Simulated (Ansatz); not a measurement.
# GeHO+ (quintet): wave-function methods side by side, cc-pVTZ

An exercise on one series of results from a longer session: the logs are not shown, and one member is left open.

Computed with Ansatz 0.2.0, Gaussian basis. Level: cc-pVTZ, core rule «outside noble gas», up to 15 orbitals frozen.

The runs, in order: UHF; CCSD(T) on ROHF; CCSD(T) on UHF; BCCD(T) on ROHF; CCSDT(Q) on ROHF; CCSDT(Q) on UHF; CASSCF and MRCISD+Q, 10 electrons in 9 orbitals; CASSCF and NEVPT2, 10 electrons in 9 orbitals.

9 further runs of the same task are left out: 4 for a known fault of the program, 5 set aside as unsound or not needed.

## The geometry

The geometry is a PBE0/def2-TZVP stationary point (not a proven minimum) of the parent state, kept for this charge and spin. No spin-orbit coupling is included. The filled d shell of Ge may be among the frozen orbitals whatever the setting's name suggests; the logs give the count.

3 atoms, charge 1, spin multiplicity 5.

Atoms are counted from 1 here; the program's logs count them from 0.

Bond lengths: Ge1–O2 1.855 Å, Ge1–H3 1.563 Å. Angles: O2–Ge1–H3 114.5°.

Set-up of the first run:

Contents of in.yaml:

```yaml
crystal:
  periodic: [false, false, false]
  atoms:
    - {symbol: Ge, position_ang: [0.000000, -0.037540, 0.321995]}
    - {symbol: O, position_ang: [0.000000, 0.086176, -1.528961]}
    - {symbol: H, position_ang: [0.000000, 1.337542, 1.064259]}
basis:
  gaussian: {orbitals: cc-pVTZ}
total_charge: 1
magnetization: {spin_polarized: true, initial_magnetization: 4}
hamiltonian: {xc: hf}
output: {orbitals: {seedname: orbitals}}
```

Command:

```
> ansatz run in.yaml --threads 1 --pin off --events-out ev --progress --plain --max-ram 4096MiB --backend cpu
```

Among the steps run: UHF; CCSD(T) on ROHF; CCSD(T) on UHF; BCCD(T) on ROHF; CCSDT(Q) on ROHF; CCSDT(Q) on UHF; CASSCF and MRCISD+Q, 10 electrons in 9 orbitals; CASSCF and NEVPT2, 10 electrons in 9 orbitals.

One table of the session follows, with a row left open; its other results are not shown here.

It belongs to the step «Misses and costs». 

| method | from UCCSDT(Q) (meV) |
| --- | --- |
| ROHF | +6639.6 |
| UHF | +6359.5 |
| RMP2 | +1039.8 |
| UMP2 | +1025.3 |
| RCCSD | +214.4 |
| UCCSD | +190.3 |
| RCCSD(T) | +53.4 |
| UCCSD(T) | +34.3 |
| BCCD(T) | +52.2 |
| RCCSDT | +24.1 |
| UCCSDT | +4.7 |
| RCCSDT(Q) | +19.6 |
| UCCSDT(Q) | 0 |
| CASSCF valence | ? |
| NEVPT2 valence | +1067.9 |
| MRCISD valence | +385.5 |
| MRCISD+Q valence | +89.5 |

**Question.** Estimate the row for CASSCF valence.

**Answer.** from UCCSDT(Q) (meV): +5574.3. In the column «from UCCSDT(Q) (meV)» it lies between NEVPT2 valence (+1067.9) and UHF (+6359.5).

To keep in mind: Restricted and unrestricted rows rest on different reference determinants; where their highest levels disagree by more than a few hundredths of an eV, they describe different states and don't form one ladder.
